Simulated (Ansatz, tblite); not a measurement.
# The cluster Zr3O6−: isomers from a random search

One table from this session's results is given with a row withheld; the runs are named, their logs left out.

The runs use Ansatz 0.2.0, Gaussian basis; relaxed with PBE-D4/def2-SVP, doublet.

4 further runs of the same task are left out: 4 set aside as unsound or not needed. Runs told in other sessions of the task aren't counted.

**Starting geometry**

9 atoms, charge -1, spin multiplicity 2.

Atoms are counted from 1 here; the program's logs count them from 0.

Bond lengths: Zr1–O6 1.777 Å, Zr1–O8 1.933 Å, Zr1–O9 1.932 Å, Zr2–O4 1.933 Å, Zr2–O7 1.777 Å, Zr2–O9 1.932 Å, Zr3–O4 1.932 Å, Zr3–O5 1.777 Å, Zr3–O8 1.932 Å. Angles: O6–Zr1–O8 124.1°, O6–Zr1–O9 124.0°, O8–Zr1–O9 110.7°, O4–Zr2–O7 124.2°, O4–Zr2–O9 110.7°, O7–Zr2–O9 123.9°, O4–Zr3–O5 124.1°, O4–Zr3–O8 110.7°, O5–Zr3–O8 124.0°, Zr2–O4–Zr3 111.0°, Zr1–O8–Zr3 111.0°, Zr1–O9–Zr2 111.0°.

As a file:

```tsv
atom	x (Å)	y (Å)	z (Å)
Zr1	0.86845	1.54138	-0.50201
Zr2	0.96886	-1.47504	0.51727
Zr3	-1.83770	-0.03717	0.07412
O4	-0.85862	-1.32720	1.12837
O5	-3.48229	-0.30057	-0.54435
O6	1.63272	2.68223	-1.62943
O7	1.82562	-3.01525	0.29254
O8	-0.95916	1.68361	0.11043
O9	1.84212	0.24801	0.55306
```

Zr takes a core potential in the def2 sets. No spin-orbit coupling is included. The ion is computed in the gas phase, without counter-ions or solvent.

A search from random starts with GFN1-xTB found 12 distinct shapes; 2 go on here. The structure above is candidate A, which lies 0.00 eV above the lowest at that level; B lies 3.58 eV above the lowest at that level.

The first run:

Contents of in.yaml:

```yaml
crystal:
  periodic: [false, false, false]
  atoms:
    - {symbol: Zr, position_ang: [0.868450, 1.541380, -0.502010]}
    - {symbol: Zr, position_ang: [0.968860, -1.475040, 0.517270]}
    - {symbol: Zr, position_ang: [-1.837700, -0.037170, 0.074120]}
    - {symbol: O, position_ang: [-0.858620, -1.327200, 1.128370]}
    - {symbol: O, position_ang: [-3.482290, -0.300570, -0.544350]}
    - {symbol: O, position_ang: [1.632720, 2.682230, -1.629430]}
    - {symbol: O, position_ang: [1.825620, -3.015250, 0.292540]}
    - {symbol: O, position_ang: [-0.959160, 1.683610, 0.110430]}
    - {symbol: O, position_ang: [1.842120, 0.248010, 0.553060]}
basis:
  gaussian: {orbitals: def2-SVP}
total_charge: -1
magnetization: {spin_polarized: true, initial_magnetization: 1}
hamiltonian: {xc: pbe, dispersion: d4}
scf: {lower_state_search: "off"}
output: {orbitals: {seedname: orbitals}}
relax: {f_tol: 0.03, max_steps: 70}
```

Command:

```console
ansatz run in.yaml --threads 4 --pin off --events-out ev --progress --plain --max-ram 6963MiB
```

Steps of the session up to this table: Relaxing candidate A; Relaxing candidate B; Candidate B, PBE0-D4/def2-TZVPD; Candidate B, PBE-D4/def2-TZVPD; Candidate B, r2SCAN-D4/def2-TZVPD.

One table of the session follows, with a row left open; its other results are not shown here.

It belongs to the step «B against A». 

```
               level  B above A (eV)
            GFN1-xTB          +4.183
            GFN2-xTB          +1.883
   PBE-D4/def2-TZVPD               ?
r2SCAN-D4/def2-TZVPD          +5.349
  PBE0-D4/def2-TZVPD          +5.227
```

**Question.** Estimate the row for PBE-D4/def2-TZVPD.

As computed: B above A (eV): +4.989. In the column «B above A (eV)» it lies between GFN1-xTB (+4.183) and PBE0-D4/def2-TZVPD (+5.227).

To keep in mind: A random search of this size may have missed the true lowest shape. Only doublets are compared; another spin may lie lower and prefer another shape.
